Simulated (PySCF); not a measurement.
# CH8BrNSi2: the cost of one run

Programs: PySCF 2.14.0, with density-fitted response routines of our own. Each step states its level of theory. These are calculated values for one molecule in the gas phase, unless marked as measured. Atoms are numbered from 0 throughout.

### 1 The starting structure

13 atoms, charge 0, multiplicity 1; geometry from: GFN2-xTB. The atoms were then displaced at random by about 0.01 Å, so the start is not that level's minimum.

Bonds of the start (Å): C0–Si1 1.86, Si1–N2 1.72, Si1–Si3 2.34, Si3–Br4 2.22, C0–H5 1.10, C0–H6 1.08, C0–H7 1.11, Si1–H8 1.49, N2–H9 0.99, N2–H10 1.02, Si3–H11 1.44, Si3–H12 1.47.

### 2 Relaxing the molecule at PBE0-D3(BJ)/def2-SVP

Job settings and geometry (Å):

```
{"job": {"xc": "PBE0", "basis": "def2-SVP", "d3": "d3bj", "grid": 1, "shake": 0.01, "kind": "geom"}, "charge": 0, "multiplicity": 1}
C     -1.704020     0.478510    -0.610070
Si    -0.343810    -0.386890     0.317910
N      0.271760    -1.576210    -0.761200
Si     1.475110     1.031810     0.716360
Br     3.125010    -0.203770     1.527390
H     -1.378690     0.927830    -1.555260
H     -2.526360    -0.181140    -0.842850
H     -2.123920     1.319770    -0.027830
H     -0.903690    -0.906610     1.601540
H     -0.338300    -2.173340    -1.257350
H      1.109120    -2.094220    -0.486250
H      2.102830     1.704920    -0.393570
H      1.240780     2.042460     1.760860
```

The run is started by

```sh
> OMP_NUM_THREADS=1 python probes_run.py task.json out
```

One launch serves the whole session: the jobs run in the order shown.

**Question.** How long does this first job take on 1 thread of Arm Neoverse V2, shared host, and how much memory does it need?

About 57 s, with a peak of 0.54 GiB.
